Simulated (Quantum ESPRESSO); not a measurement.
# Bi2Te3 (Tellurobismuthite) (R-3m) in Quantum ESPRESSO: runs at scaled volumes

Single points of Bi2Te3 (Tellurobismuthite) at other volumes, in PBEsol.

Program: Quantum ESPRESSO 7.5. These are calculated values, not measurements. Logs are shortened: lines on timing, memory, paths and dates and some standing lists are left out, and cuts for length are marked.

**1. The crystal as given**

It takes space group R-3m (No. 166, trigonal). The conventional cell has a = 4.386 Å, b = 4.386 Å, c = 30.497 Å, α = 90.00°, β = 90.00°, γ = 120.00°. Bi (site symmetry 3m) has 6 Te at 3.07 to 3.25 Å as nearest neighbours. Te (site symmetry 3m) has 3 Bi at 3.07 Å as nearest neighbours. Te (site symmetry -3m) is surrounded by 6 Bi at 3.25 Å.

**2. Single point, PBEsol, 31.84 Å³/atom**

File pw.in:

```
&CONTROL
  calculation = 'scf'
  prefix = 'pwscf'
  outdir = './tmp'
  pseudo_dir = './pseudo'
  tstress = .true.
  disk_io = 'nowf'
/
&SYSTEM
  ibrav = 0
  nat = 5
  ntyp = 2
  ecutwfc = 80
  nbnd = 51
  occupations = 'smearing'
  smearing = 'fd'
  degauss = 0.00367493
/
&ELECTRONS
  conv_thr = 1d-09
  electron_maxstep = 120
  mixing_beta = 0.5
/
ATOMIC_SPECIES
Bi   208.9804 Bi.upf
Te   127.6000 Te.upf
CELL_PARAMETERS angstrom
   2.1482323364    1.2402825177    9.9581458525
  -2.1482323364    1.2402825177    9.9581458525
   0.0000000000   -2.4805650355    9.9581458525
ATOMIC_POSITIONS crystal
Bi     0.6000000000    0.6000000000    0.6000000000
Bi     0.4000000000    0.4000000000    0.4000000000
Te     0.7905000000    0.7905000000    0.7905000000
Te     0.2095000000    0.2095000000    0.2095000000
Te     0.0000000000    0.0000000000    0.0000000000
K_POINTS automatic
7 7 7 0 0 0
```

Potentials or basis: PseudoDojo 0.4.1 SR PBEsol standard.

Run with:

```console
$ OMP_NUM_THREADS=1 mpirun -n 2 pw.x -nk 2 -in pw.in > pw.out
```

pw.out:

```text
This program is part of the open-source Quantum ESPRESSO suite
     for quantum simulation of materials; please cite
         "P. Giannozzi et al., J. Phys.:Condens. Matter 21 395502 (2009);
         "P. Giannozzi et al., J. Phys.:Condens. Matter 29 465901 (2017);
         "P. Giannozzi et al., J. Chem. Phys. 152 154105 (2020);
     in publications or presentations arising from this work. More details at

     Message from routine setup:
     using ibrav=0 with symmetry is DISCOURAGED, use correct ibrav instead

     K-points division:     npool     =       2
     Subspace diagonalization in iterative solution of the eigenvalue problem:
     a serial algorithm will be used

     G-vector sticks info
     --------------------
     sticks:   dense  smooth     PW     G-vecs:    dense   smooth      PW
     Sum        3925    3925   1147               103691   103691   16625

     Using Slab Decomposition

     bravais-lattice index     =            0
     lattice parameter (alat)  =      19.3932  a.u.
     unit-cell volume          =    1074.3065 (a.u.)^3
     number of atoms/cell      =            5
     number of atomic types    =            2
     number of electrons       =        78.00
     number of Kohn-Sham states=           51
     kinetic-energy cutoff     =      80.0000  Ry
     charge density cutoff     =     320.0000  Ry
     scf convergence threshold =      1.0E-09
     mixing beta               =       0.5000
     number of iterations used =            8  plain     mixing
     Exchange-correlation= PBESOL
                           (   1   4  10   8   0   0   0)

     celldm(1)=  19.393219  celldm(2)=   0.000000  celldm(3)=   0.000000
     celldm(4)=   0.000000  celldm(5)=   0.000000  celldm(6)=   0.000000

     crystal axes: (cart. coord. in units of alat)
               a(1) = (   0.209329   0.120856   0.970348 )
               a(2) = (  -0.209329   0.120856   0.970348 )
               a(3) = (   0.000000  -0.241713   0.970348 )

     reciprocal axes: (cart. coord. in units 2 pi/alat)
               b(1) = (  2.388580  1.379047  0.343519 )
               b(2) = ( -2.388580  1.379047  0.343519 )
               b(3) = (  0.000000 -2.758095  0.343519 )

     PseudoPot. # 1 for Bi read from file:
     Bi.upf
     Pseudo is Norm-conserving + core correction, Zval = 15.0
     Generated using ONCVPSP code by D. R. Hamann
     Using radial grid of 1472 points,  6 beta functions with:
                l(1) =   0
                l(2) =   0
                l(3) =   1
                l(4) =   1
                l(5) =   2
                l(6) =   2

     PseudoPot. # 2 for Te read from file:
     Te.upf
     Pseudo is Norm-conserving + core correction, Zval = 16.0
     Generated using ONCVPSP code by D. R. Hamann
     Using radial grid of 1294 points,  6 beta functions with:
                l(1) =   0
                l(2) =   0
                l(3) =   1
                l(4) =   1
                l(5) =   2
                l(6) =   2

     atomic species   valence    mass     pseudopotential
     Bi               15.00   208.98040     Bi( 1.00)
     Te               16.00   127.60000     Te( 1.00)

     12 Sym. Ops., with inversion, found

   Cartesian axes

     site n.     atom                  positions (alat units)
         1        Bi     tau(   1) = (   0.0000000  -0.0000000   1.7466261  )
         2        Bi     tau(   2) = (   0.0000000  -0.0000000   1.1644174  )
         3        Te     tau(   3) = (  -0.0000000  -0.0000000   2.3011799  )
         4        Te     tau(   4) = (  -0.0000000  -0.0000000   0.6098636  )
         5        Te     tau(   5) = (   0.0000000   0.0000000   0.0000000  )

     number of k points=    44  Fermi-Dirac smearing, width (Ry)=  0.0037
                       cart. coord. in units 2pi/alat
        k(    1) = (   0.0000000   0.0000000   0.0000000), wk =   0.0058309
        k(    2) = (   0.0000000  -0.3940135   0.0490742), wk =   0.0349854
        k(    3) = (   0.0000000  -0.7880270   0.0981484), wk =   0.0349854
        k(    4) = (   0.0000000  -1.1820405   0.1472226), wk =   0.0349854
        k(    5) = (  -0.3412257  -0.1970068   0.0981484), wk =   0.0349854
        k(    6) = (  -0.3412257  -0.5910203   0.1472226), wk =   0.0699708
[... 36 lines left out ...]
        k(   43) = (   0.0000000  -0.0000000   0.4416678), wk =   0.0116618
        k(   44) = (   0.0000000   2.3640811   0.1472226), wk =   0.0349854

     Dense  grid:   103691 G-vectors     FFT dimensions: ( 120, 120, 120)

     Initial potential from superposition of free atoms

     starting charge      77.9979, renormalised to      78.0000
     Starting wfcs are   45 randomized atomic wfcs +    6 random wfcs

     Self-consistent Calculation

     iteration #  1     ecut=    80.00 Ry     beta= 0.50
     Davidson diagonalization with overlap
     ethr =  1.00E-02,  avg # of iterations =  6.0

     Threshold (ethr) on eigenvalues was too large:
     Diagonalizing with lowered threshold

     Davidson diagonalization with overlap
     ethr =  9.73E-05,  avg # of iterations =  7.7

     total energy              =    -955.84255664 Ry
     estimated scf accuracy    <       0.07363323 Ry

     iteration #  2     ecut=    80.00 Ry     beta= 0.50
     Davidson diagonalization with overlap
     ethr =  9.44E-05,  avg # of iterations =  2.9
[... 50 lines left out ...]
     total energy              =    -955.86521255 Ry
     estimated scf accuracy    <          1.5E-09 Ry

     iteration # 10     ecut=    80.00 Ry     beta= 0.50
     Davidson diagonalization with overlap
     ethr =  1.89E-12,  avg # of iterations =  2.5

     End of self-consistent calculation

          k = 0.0000 0.0000 0.0000 ( 12965 PWs)   bands (ev):

   -26.4099 -26.4099 -26.4028 -26.4028 -26.4004 -26.3988 -26.3988 -26.3979
   -26.3979 -26.3978 -26.2812 -26.2757 -26.2757 -26.2440 -26.2440 -12.7871
   -12.7871 -12.7845 -12.7845 -12.7687 -12.7670 -12.7657 -12.7657 -12.7638
   -12.7638  -3.4476  -2.6479  -1.3805   1.4313   1.9367   7.9480   8.2197
     8.5158   8.5158   8.5550   8.5550   9.4435   9.4435  10.4637  10.6550
    10.9794  10.9794  12.3715  12.5893  12.5893  15.0756  15.6404  16.2647
    16.2647  16.6492  16.6492
[... 423 lines left out ...]
   -26.4098 -26.4096 -26.4029 -26.4024 -26.4000 -26.3995 -26.3991 -26.3985
   -26.3976 -26.3970 -26.2810 -26.2758 -26.2757 -26.2440 -26.2437 -12.7896
   -12.7867 -12.7845 -12.7820 -12.7680 -12.7665 -12.7656 -12.7655 -12.7642
   -12.7632  -3.1002  -2.8107  -0.7249   0.4386   2.3105   6.8462   7.3918
     8.0064   8.0208   8.2232   8.4527   9.2152   9.5644  10.2167  11.0021
    11.3104  12.0568  12.6951  12.8177  13.1924  14.8301  15.4453  15.7073
    16.3558  16.4098  17.3657

     the Fermi energy is    10.5607 ev

!    total energy              =    -955.86521255 Ry
     estimated scf accuracy    <          7.2E-11 Ry
     smearing contrib. (-TS)   =      -0.00002179 Ry
     internal energy E=F+TS    =    -955.86519077 Ry

     The total energy is F=E-TS. E is the sum of the following terms:
     one-electron contribution =    -373.22414561 Ry
     hartree contribution      =     223.05266561 Ry
     xc contribution           =    -232.31034507 Ry
     ewald contribution        =    -573.38336570 Ry

     convergence has been achieved in  10 iterations

     Computing stress (Cartesian axis) and pressure

          total   stress  (Ry/bohr**3)                   (kbar)     P=       31.21
   0.00021482  -0.00000000  -0.00000000           31.60       -0.00       -0.00
  -0.00000000   0.00021482   0.00000000           -0.00       31.60        0.00
   0.00000000   0.00000000   0.00020684            0.00        0.00       30.43

=------------------------------------------------------------------------------=
   JOB DONE.
=------------------------------------------------------------------------------=
```

It took 22 min on 2 MPI ranks of Arm Neoverse V2, shared host; peak memory 1.3 GiB.

Results:

| Property | Result |
| --- | --- |
| Free energy | -13005.2087 eV |
| Pressure | 3.1 GPa |
| Band gap on the k mesh | 0.19 eV, direct |

Caveat: spin-orbit coupling is left out, which as a rule narrows the gap of such compounds by several tenths of an eV; an odd mesh through Γ misses points on the zone boundary, where band edges often lie.

**3. Single point, PBEsol, 32.52 Å³/atom**

pw.in: that of step 2 with these lines changed.

```diff
@@ -27,5 +27,5 @@
 CELL_PARAMETERS angstrom
-   2.1482323364    1.2402825177    9.9581458525
-  -2.1482323364    1.2402825177    9.9581458525
-   0.0000000000   -2.4805650355    9.9581458525
+   2.1633612316    1.2490171894   10.0282759508
+  -2.1633612316    1.2490171894   10.0282759508
+   0.0000000000   -2.4980343789   10.0282759508
 ATOMIC_POSITIONS crystal
```

Potentials or basis: PseudoDojo 0.4.1 SR PBEsol standard.

Run with:

```console
$ OMP_NUM_THREADS=1 mpirun -n 2 pw.x -nk 2 -in pw.in > pw.out
```

Wall time 23 min (2 MPI ranks of Arm Neoverse V2, shared host); peak memory 1.3 GiB.

The run converged. Its results:

| Property | Result |
| --- | --- |
| Free energy | -13005.2604 eV |
| Pressure | 1.8 GPa |
| Band gap on the k mesh | 0.21 eV, direct |

Caveat: spin-orbit coupling is left out, which as a rule narrows the gap of such compounds by several tenths of an eV; an odd mesh through Γ misses points on the zone boundary, where band edges often lie.
